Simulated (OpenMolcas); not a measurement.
# Co⁴⁺ among point charges: CASSCF and CASPT2 levels and susceptibility, part 2 of 2

How does a field of 6 point charges split the states of Co⁴⁺, and what χT follows?

OpenMolcas 26.06; ANO-RCC-VDZP, DKH2, active space 5 electrons in 5 orbitals (3d), orbitals: per spin and parity. Surroundings: 6 point charges of -0.65 e arranged as a trigonal antiprism (D3d), 1.96 Å from the ion, with a polar angle of 55.8° against the regular 54.74°. The steps go on from the part before.

### Step 7. CASPT2: IPEA 0.25, imaginary shift 0.1 (closed shells correlated: 3s 3p)

Contents of a.inp:

```
>>> COPY JOB001 $Project.JobIph
&CASPT2
Multistate=1 1
Frozen=2 3
IPEA=0.25
Imaginary=0.1
MaxIter=60
WThr=0.0 0.3 0.05
PrWF=0.5
NoMix
>>> COPY JOB002 $Project.JobIph
&CASPT2
Multistate=24 1 2 3 4 5 6 7 8 9 10 11 12 13 14 15 16 17 18 19 20 21 22
23 24
NoMult
Frozen=2 3
IPEA=0.25
Imaginary=0.1
MaxIter=60
WThr=0.0 0.3 0.05
PrWF=0.5
NoMix
>>> COPY JOB003 $Project.JobIph
&CASPT2
Multistate=75 1 2 3 4 5 6 7 8 9 10 11 12 13 14 15 16 17 18 19 20 21 22
23 24 25 26 27 28 29 30 31 32 33 34 35 36 37 38 39 40 41 42 43 44 45 46
47 48 49 50 51 52 53 54 55 56 57 58 59 60 61 62 63 64 65 66 67 68 69 70
71 72 73 74 75
NoMult
Frozen=2 3
IPEA=0.25
Imaginary=0.1
MaxIter=60
WThr=0.0 0.3 0.05
PrWF=0.5
NoMix
```

Run with:

```bash
$ OMP_NUM_THREADS=1 MOLCAS_MEM=1689 MOLCAS_PROJECT=a pymolcas a.inp > a.log
```

The log of the run:

```text
Orbital specifications:
      -----------------------

      Symmetry species                           1   2
                                                ag  au
      Frozen orbitals                            2   3
      Inactive orbitals                          1   3
      Active orbitals                            5   0
      Secondary orbitals                         7  13
      Deleted orbitals                           0   0
      Number of basis functions                 15  19
Type of calculation                        SS-CASPT2
      Fock operator                              state-specific
      IPEA shift                                 0.25
      Real shift                                 0.00
      Imaginary shift                            0.10
      The input orbitals will be transformed to quasi-canonical
Reference energy:       -1392.2458850448
      E2 (Non-variational):      -0.2476967392
      Shift correction:          -0.0000450500
      E2 (Variational):          -0.2477417891
      Total energy:           -1392.4936268340
      Residual norm:              0.0000004440
      Reference weight:           0.96919
      Contributions to the CASPT2 correlation energy
      Active & Virtual Only:         -0.0449407847
      One Inactive Excited:          -0.1308846215
      Two Inactive Excited:          -0.0718713329
::    CASPT2 Root  1     Total energy:  -1392.49362683
Orbital specifications:
      -----------------------

      Symmetry species                           1   2
                                                ag  au
      Frozen orbitals                            2   3
      Inactive orbitals                          1   3
      Active orbitals                            5   0
      Secondary orbitals                         7  13
      Deleted orbitals                           0   0
      Number of basis functions                 15  19
Type of calculation                        SS-CASPT2
      Fock operator                              state-specific
      IPEA shift                                 0.25
      Real shift                                 0.00
      Imaginary shift                            0.10
      The input orbitals will be transformed to quasi-canonical
Reference energy:       -1392.0537612224
      E2 (Non-variational):      -0.2576660857
      Shift correction:          -0.0000505047
      E2 (Variational):          -0.2577165904
      Total energy:           -1392.3114778128
      Residual norm:              0.0000001939
      Reference weight:           0.96729
      Contributions to the CASPT2 correlation energy
      Active & Virtual Only:         -0.0473442203
      One Inactive Excited:          -0.1396181286
      Two Inactive Excited:          -0.0707037369
Reference energy:       -1392.0537612223
      E2 (Non-variational):      -0.2577454987
      Shift correction:          -0.0000505419
      E2 (Variational):          -0.2577960406
      Total energy:           -1392.3115572628
      Residual norm:              0.0000001944
      Reference weight:           0.96727
      Contributions to the CASPT2 correlation energy
      Active & Virtual Only:         -0.0473371417
      One Inactive Excited:          -0.1396961840
      Two Inactive Excited:          -0.0707121730
::    CASPT2 Root  1     Total energy:  -1392.31147781
::    CASPT2 Root  2     Total energy:  -1392.31155726
::    CASPT2 Root  3     Total energy:  -1392.31168129
::    CASPT2 Root  4     Total energy:  -1392.31112518
::    CASPT2 Root  5     Total energy:  -1392.31133476
::    CASPT2 Root  6     Total energy:  -1392.31129877
::    CASPT2 Root  7     Total energy:  -1392.31105132
::    CASPT2 Root  8     Total energy:  -1392.31098019
::    CASPT2 Root  9     Total energy:  -1392.31109493
::    CASPT2 Root 10     Total energy:  -1392.29379926
::    CASPT2 Root 11     Total energy:  -1392.29377251
::    CASPT2 Root 12     Total energy:  -1392.29361207
::    CASPT2 Root 13     Total energy:  -1392.27544347
::    CASPT2 Root 14     Total energy:  -1392.27556347
::    CASPT2 Root 15     Total energy:  -1392.27538818
::    CASPT2 Root 16     Total energy:  -1392.27520049
::    CASPT2 Root 17     Total energy:  -1392.27521420
::    CASPT2 Root 18     Total energy:  -1392.19728573
::    CASPT2 Root 19     Total energy:  -1392.19666504
::    CASPT2 Root 20     Total energy:  -1392.19660070
::    CASPT2 Root 21     Total energy:  -1392.19566999
::    CASPT2 Root 22     Total energy:  -1392.19569177
::    CASPT2 Root 23     Total energy:  -1392.19591707
::    CASPT2 Root 24     Total energy:  -1392.19634527
Orbital specifications:
      -----------------------

      Symmetry species                           1   2
                                                ag  au
      Frozen orbitals                            2   3
      Inactive orbitals                          1   3
      Active orbitals                            5   0
      Secondary orbitals                         7  13
      Deleted orbitals                           0   0
      Number of basis functions                 15  19
Type of calculation                        SS-CASPT2
      Fock operator                              state-specific
      IPEA shift                                 0.25
      Real shift                                 0.00
      Imaginary shift                            0.10
      The input orbitals will be transformed to quasi-canonical
Reference energy:       -1391.9721085842
      E2 (Non-variational):      -0.2550125341
      Shift correction:          -0.0000485650
      E2 (Variational):          -0.2550610991
      Total energy:           -1392.2271696833
      Residual norm:              0.0000000904
      Reference weight:           0.96798
      Contributions to the CASPT2 correlation energy
      Active & Virtual Only:         -0.0442723977
      One Inactive Excited:          -0.1478062355
      Two Inactive Excited:          -0.0629339009
Reference energy:       -1391.9721066205
      E2 (Non-variational):      -0.2549747926
      Shift correction:          -0.0000484758
      E2 (Variational):          -0.2550232683
      Total energy:           -1392.2271298888
      Residual norm:              0.0000000884
      Reference weight:           0.96800
      Contributions to the CASPT2 correlation energy
      Active & Virtual Only:         -0.0442548137
      One Inactive Excited:          -0.1478227831
      Two Inactive Excited:          -0.0628971958
::    CASPT2 Root  1     Total energy:  -1392.22716968
::    CASPT2 Root  2     Total energy:  -1392.22712989
::    CASPT2 Root  3     Total energy:  -1392.22726444
::    CASPT2 Root  4     Total energy:  -1392.22705677
::    CASPT2 Root  5     Total energy:  -1392.22719380
::    CASPT2 Root  6     Total energy:  -1392.22705982
::    CASPT2 Root  7     Total energy:  -1392.22687840
::    CASPT2 Root  8     Total energy:  -1392.22702592
::    CASPT2 Root  9     Total energy:  -1392.22714593
::    CASPT2 Root 10     Total energy:  -1392.22728854
::    CASPT2 Root 11     Total energy:  -1392.22740027
::    CASPT2 Root 12     Total energy:  -1392.22727741
::    CASPT2 Root 13     Total energy:  -1392.22662287
::    CASPT2 Root 14     Total energy:  -1392.21075993
::    CASPT2 Root 15     Total energy:  -1392.21077471
::    CASPT2 Root 16     Total energy:  -1392.21076915
::    CASPT2 Root 17     Total energy:  -1392.21191099
::    CASPT2 Root 18     Total energy:  -1392.21174855
::    CASPT2 Root 19     Total energy:  -1392.20402330
::    CASPT2 Root 20     Total energy:  -1392.20424870
::    CASPT2 Root 21     Total energy:  -1392.20428939
::    CASPT2 Root 22     Total energy:  -1392.20362776
::    CASPT2 Root 23     Total energy:  -1392.20110742
::    CASPT2 Root 24     Total energy:  -1392.20113800
::    CASPT2 Root 25     Total energy:  -1392.20116085
::    CASPT2 Root 26     Total energy:  -1392.17590457
::    CASPT2 Root 27     Total energy:  -1392.17581599
::    CASPT2 Root 28     Total energy:  -1392.17595252
::    CASPT2 Root 29     Total energy:  -1392.17568399
::    CASPT2 Root 30     Total energy:  -1392.17568893
```

This run took 7 s in all on 1 thread, shared host.

SS-CASPT2: lowest energy less the reference's lowest, -0.2477 hartree; reference weights 0.960 to 0.969.

Spin-free states, with their symmetry labels:

```csv
state,degeneracy,E (cm-1),free-ion L (%)
6A1,1,0,S (100)
4A2,1,39932,G (99)
4E,2,39968,G (99)
4E,2,40012,G (100)
4A1,1,40054,G (100)
4A1,1,40061,G (100)
4E,2,40078,G (100)
4E,2,43860,P (99)
4A2,1,43898,P (99)
4E,2,47873,D (100)
4A1,1,47898,D (100)
4E,2,47938,D (100)
2E,2,58442,I (100)
2A2,1,58457,I (100)
doublet,3,58477,I (99)
2E,2,58490,I (100)
2E,2,58499,I (100)
2A2,1,58505,I (99)
2A1,1,58545,I (100)
2A1,1,58601,I (100)
2E,2,61847,D (99)
2E,2,62079,D (83)
2A1,1,62082,D (83)
2E,2,63507,F (99)
```

With spin-orbit coupling:

| E (cm-1) | Degeneracy | Label | 2S+1 | g |
| --- | --- | --- | --- | --- |
| 0 | 6 |  | 6 |  |
| 39910 | 2 | E3/2 | 4 | 0.00 0.00 3.02 |
| 39910 | 2 | E1/2 | 4 | 0.29 2.98 2.98 |
| 39930 | 2 | E1/2 | 4 | 0.02 0.64 0.64 |
| 39950 | 2 | E3/2 | 4 | 0.00 0.00 1.43 |
| 39960 | 2 | E1/2 | 4 | 2.36 2.36 2.70 |
| 39970 | 2 | E1/2 | 4 | 0.84 1.11 1.11 |
| 39990 | 2 | E1/2 | 4 | 1.85 1.96 1.96 |
| 40010 | 2 | E1/2 | 4 | 1.19 3.25 3.25 |
| 40010 | 2 | E3/2 | 4 | 0.00 0.00 4.01 |
| 40030 | 2 | E1/2 | 4 | 0.68 0.68 7.98 |
| 40050 | 2 | E1/2 | 4 | 0.84 3.87 3.87 |
| 40050 | 2 | E3/2 | 4 | 0.00 0.00 7.33 |
| 40060 | 2 | E1/2 | 4 | 3.50 3.79 3.79 |
| 40060 | 2 | E3/2 | 4 | 0.00 0.00 3.66 |
| 40070 | 2 | E1/2 | 4 | 1.45 1.45 3.60 |
| 40080 | 2 | E1/2 | 4 | 0.88 0.88 3.78 |
| 40090 | 2 | E1/2 | 4 | 3.36 3.36 4.14 |
| 40090 | 2 | E3/2 | 4 | 0.00 0.00 4.69 |
| 43540 | 2 | E1/2 | 4 | 1.54 4.69 4.69 |
| 43560 | 2 | E3/2 | 4 | 0.00 0.00 4.66 |
| 43600 | 2 | E1/2 | 4 | 0.02 0.02 7.85 |
| 43650 | 2 | E1/2 | 4 | 2.15 3.51 3.51 |
| 43730 | 2 | E3/2 | 4 | 0.00 0.00 5.21 |

Powder χT (cm³ K/mol): 4.38 at 2 K, 4.38 at 5 K, 4.38 at 10 K, 4.38 at 20 K, 4.38 at 50 K, 4.38 at 100 K, 4.38 at 150 K, 4.38 at 200 K, 4.38 at 250 K, 4.38 at 300 K.

### Step 8. The methods side by side

A. CASSCF
B. SS-CASPT2, IPEA 0.25, imaginary shift 0.1 (closed shells correlated: 3s 3p)

```csv
method,ground state,first gap with spin-orbit (cm-1),χT at 300 K
A,6A1,42124.3,4.39
B,6A1,39912.4,4.38
```

### Step 9. Outcome

The summary covers parts 1 to 2.

| quantity | value |
| --- | --- |
| method | SS-CASPT2, IPEA 0.25, imaginary shift 0.1 (closed shells correlated: 3s 3p) |
| spin-free ground state | 6A1, 1-fold in its orbital part |
| lowest level | 6-fold |
| next level | 39912.4 cm⁻¹ |
| χT at 300 K | 4.38 cm³ K/mol |
| effective moment at 300 K | 5.92 μB |

Cost by method:

```csv
method,time of its own steps,time with the reference
A. CASSCF,26 s,26 s
"B. SS-CASPT2, IPEA 0.25, imaginary shift 0.1, +3s 3p",7 s,33 s
```

Times are of one thread on a shared host.

The spin-free ground state (6A1) comes to 100 % from free-ion S terms and keeps the highest spin of the shell. χT at 300 K is 4.38, against 4.39 cm³ K/mol for the spin alone, as a half-filled shell (L = 0) has no orbital moment. An active space of the d shell alone favours high spin; real ions in strong fields can be low spin. CASPT2 does not keep the components of a term degenerate, and the means are used. The field of point charges can differ much from that of real complexes. With metal d orbitals alone active, the gaps between spin states are rough; where two lie within a few thousand cm-1, their order is open. Point charges carry no covalency, so the field is a model and not that of real ligands.
